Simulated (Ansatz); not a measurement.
# ClCuF₃P: up Jacob's ladder to CCSD(T)

An exercise on one series of results from a longer session: the logs are not shown, and one member is left open.

Program: Ansatz 0.2.0, Gaussian basis. Level of theory: functionals in def2-TZVPP, the program's frozen cores in correlated methods. These are calculated values, not measurements.

The runs, in order: LDA (SPW92), PBE-D4, revPBE-D4, BLYP-D4, r2SCAN-D4, B97M-V, PBE0-D4, B3LYP-D4, r2SCANh-D4, r2SCAN0-D4, HSE06-D4, BHLYP-D4, CAM-B3LYP-D4, LC-ωPBE, ωB97X-V, ωB97M-V, B2PLYP, PBE-QIDH; CCSD(T)/def2-SVP; CCSD(T)/def2-TZVPP; MP2/def2-QZVPP; extrapolation to the limit; RPA on PBE.

**The relaxed structure**

All runs share one geometry, relaxed beforehand with PBE0-D4 in a triple-zeta def2 set.

SMILES `F[P+](F)(F)[Cu-][Cl]`, 6 atoms, charge 0, spin multiplicity 1.

Atoms are counted from 1 here; the program's logs count them from 0.

Bond lengths: F1–P2 1.546 Å, P2–F3 1.546 Å, P2–F4 1.546 Å, P2–Cu5 2.125 Å, Cu5–Cl6 2.079 Å. Angles: F1–P2–F3 99.8°, F1–P2–F4 99.8°, F1–P2–Cu5 118.0°, F3–P2–F4 99.8°, F3–P2–Cu5 117.9°, F4–P2–Cu5 118.1°, P2–Cu5–Cl6 179.7°.

The first run:

The input, in.yaml:

```yaml
crystal:
  periodic: [false, false, false]
  atoms:
    - {symbol: F, position_ang: [0.683159, -0.784074, 1.669554]}
    - {symbol: P, position_ang: [0.410527, -0.530602, 0.169060]}
    - {symbol: F, position_ang: [-0.031339, -1.948450, -0.260462]}
    - {symbol: F, position_ang: [1.861252, -0.535015, -0.365251]}
    - {symbol: Cu, position_ang: [-0.843647, 1.102820, -0.353110]}
    - {symbol: Cl, position_ang: [-2.079952, 2.695322, -0.859792]}
basis:
  gaussian: {orbitals: def2-TZVPP}
hamiltonian: {xc: lda}
output: {orbitals: {seedname: orbitals}}
```

Launch:

```sh
$ ansatz run in.yaml --threads 4 --pin off --events-out ev --progress --plain --max-ram 10444MiB
```

Steps of the session up to this table: LDA; PBE-D4 (GGA); revPBE-D4 (GGA); BLYP-D4 (GGA); r2SCAN-D4 (meta-GGA); B97M-V (meta-GGA); PBE0-D4 (hybrid); B3LYP-D4 (hybrid); r2SCANh-D4 (hybrid); r2SCAN0-D4 (hybrid); HSE06-D4 (hybrid); BHLYP-D4 (hybrid); CAM-B3LYP-D4 (range-separated); LC-ωPBE (range-separated); ωB97X-V (range-separated); ωB97M-V (range-separated); B2PLYP (double hybrid); PBE-QIDH (double hybrid).

One of the session's tables, all rows but one given; the rest of the session is left out.

It belongs to the step «Orbital energies across the functionals». 

| functional | HOMO (eV) | LUMO (eV) | gap (eV) |
| --- | --- | --- | --- |
| LDA (SPW92) | -6.73 | -2.95 | 3.78 |
| PBE-D4 | -6.50 | -2.65 | 3.85 |
| revPBE-D4 | -6.42 | -2.53 | 3.89 |
| BLYP-D4 | -6.35 | -2.52 | 3.83 |
| r2SCAN-D4 | -6.76 | -2.51 | 4.25 |
| B97M-V | -6.76 | -2.51 | 4.25 |
| PBE0-D4 | ? | ? | ? |
| B3LYP-D4 | -7.50 | -2.06 | 5.44 |
| r2SCANh-D4 | -7.23 | -2.21 | 5.03 |
| r2SCAN0-D4 | -7.94 | -1.76 | 6.18 |
| HSE06-D4 | -7.34 | -2.22 | 5.12 |
| BHLYP-D4 | -8.85 | -0.95 | 7.90 |
| CAM-B3LYP-D4 | -9.09 | -0.79 | 8.30 |
| LC-ωPBE | -10.49 | 0.40 | 10.89 |
| ωB97X-V | -10.10 | 0.30 | 10.40 |
| ωB97M-V | -9.99 | 0.16 | 10.15 |

Estimate the missing values for PBE0-D4.

The run gave: HOMO (eV): -7.74; LUMO (eV): -1.84; gap (eV): 5.90. In the column «HOMO (eV)» it lies between r2SCAN0-D4 (-7.94) and B3LYP-D4 (-7.50).
